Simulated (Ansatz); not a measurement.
# MnHg: how the settings move a single-point run

How sensitive is a single-point run of MnHg to its settings? A reference run comes first, then one run with altered input.

Program: Ansatz 0.2.0. Level of theory: reference: DFT, LDA, PAW with Ansatz's default frozen-core files, scalar-relativistic. These are calculated values, not measurements.

## Step 1: The system as given

It takes space group Pm-3m (No. 221, cubic). The conventional cell has a = 3.315 Å, b = 3.315 Å, c = 3.315 Å, α = 90.00°, β = 90.00°, γ = 90.00°. Mn (site symmetry m-3m) is surrounded by 8 Hg at 2.87 Å. Around Hg (site symmetry m-3m) lie 8 Mn at 2.87 Å.

Coordinates:

```cif
data_structure
_symmetry_space_group_name_H-M 'Pm-3m'
_symmetry_Int_Tables_number 221
_cell_length_a 3.3150
_cell_length_b 3.3150
_cell_length_c 3.3150
_cell_angle_alpha 90.000
_cell_angle_beta 90.000
_cell_angle_gamma 90.000
_cell_volume 36.43
loop_
_atom_site_label
_atom_site_type_symbol
_atom_site_symmetry_multiplicity
_atom_site_Wyckoff_symbol
_atom_site_fract_x
_atom_site_fract_y
_atom_site_fract_z
_atom_site_occupancy
Mn1 Mn 1 b 0.50000 0.50000 0.50000 1
Hg1 Hg 1 a 0.00000 0.00000 0.00000 1
```

## Step 2: The reference run

input.yaml reads:

```yaml
crystal:
  lattice:
    - [3.315, 0.0, 0.0]
    - [0.0, 3.315, 0.0]
    - [0.0, 0.0, 3.315]
  atoms:
    - { symbol: Mn, position: [0.5, 0.5, 0.5], spin: 3.7, spin_axis: [1.0, 0.0, 0.0] }
    - { symbol: Hg, position: [0.0, 0.0, 0.0] }
magnetization:
  noncollinear: true
  spin_spiral: { q: [0.25, 0.25, 0.25] }
kpoints:
  mp_grid: { grid: [12, 12, 12], shift: [0.5, 0.5, 0.5] }
scf:
  occupations: { method: fermi_dirac, width: 0.1 }
  lower_state_search: "off"
hamiltonian:
  xc: lda
  pseudopotentials: { kind: paw }
output:
  eigenvalues: false
```

On the command line:

```console
ansatz run input.yaml --threads 2 --pin off --max-ram 5120MiB --backend cpu --events-out ev --progress --plain --runs-dir out
```

## Step 3: A further run, with the input changed

Changes to input.yaml since step 2:

```diff
@@ -15,5 +15,6 @@
   occupations: { method: fermi_dirac, width: 0.1 }
+  max_iter: 100
   lower_state_search: "off"
 hamiltonian:
-  xc: lda
+  xc: r2scan
   pseudopotentials: { kind: paw }
```

(Steps that only read results are left out.)

**Question.** What will these runs give? Wanted: for each run, ending; energy change.

The runs gave:

```
         run     ending  energy change  cycles    time
   reference  converged              -      12    48 s
1: xc r2scan    refused              -       -  0.02 s
```

Residual by cycle in the longest SCF loop of each run; runs are numbered as in the table. The quantity is the density residual dr2, in eV.

```
cycle  reference
    1       6.77
    2      0.838
    3      0.305
    4       0.02
    5     6.9e-4
    6     4.0e-4
    7     2.2e-4
    8     1.8e-5
    9     1.2e-4
   10     5.8e-6
   11     1.1e-6
   12     2.0e-8
```

With the changed functional the run ends refused. 1 of the 1 altered inputs did not end normally.
